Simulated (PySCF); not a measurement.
# CH9NOSi2: the cost of one run

Computed with PySCF 2.14.0, with density-fitted response routines of our own, on a single molecule in the gas phase. Atoms are numbered from 0 throughout.

## 1. The molecule as given

14 atoms, charge 0, multiplicity 1; geometry from: GFN2-xTB.

Bonds of the start (Å): C0–O1 1.39, O1–Si2 1.63, Si2–N3 1.73, Si2–Si4 2.28, C0–H5 1.09, C0–H6 1.09, C0–H7 1.09, Si2–H8 1.48, N3–H9 1.01, N3–H10 1.01, Si4–H11 1.47, Si4–H12 1.47, Si4–H13 1.47.

## 2. Ultraviolet spectrum: wB97X-D/def2-SVPD

The job: settings as JSON, then the geometry in Å.

```
{"job": {"kind": "uv", "xc": "wB97X-D", "basis": "def2-SVPD", "nstates": 8, "ntriplets": 3}, "charge": 0, "multiplicity": 1}
C     -2.265097    -0.425010    -0.085876
O     -0.894718    -0.668301    -0.065968
Si     0.248471     0.064720     0.830645
N      0.242288     1.762950     0.488288
Si     2.188985    -0.859377     0.056095
H     -2.475591     0.561439    -0.506988
H     -2.738390    -1.185861    -0.708190
H     -2.688058    -0.472178     0.921327
H     -0.100967    -0.165242     2.254155
H     -0.618444     2.284539     0.553430
H      1.003923     2.332234     0.816674
H      2.583047    -0.480540    -1.304303
H      2.216078    -2.324333     0.090305
H      3.297795    -0.425512     0.918264
```

Method: TDDFT wB97X-D/def2-SVPD, vertical, gas phase, core orbitals frozen in the response.

On the command line:

```sh
OMP_NUM_THREADS=1 python probes_run.py task.json out
```

The driver reads the jobs from task.json and runs them one after another.

Q: Estimate the wall time and peak memory of this first job on 1 thread of Arm Neoverse V1, shared host.

About 25 s, with a peak of 0.75 GiB.
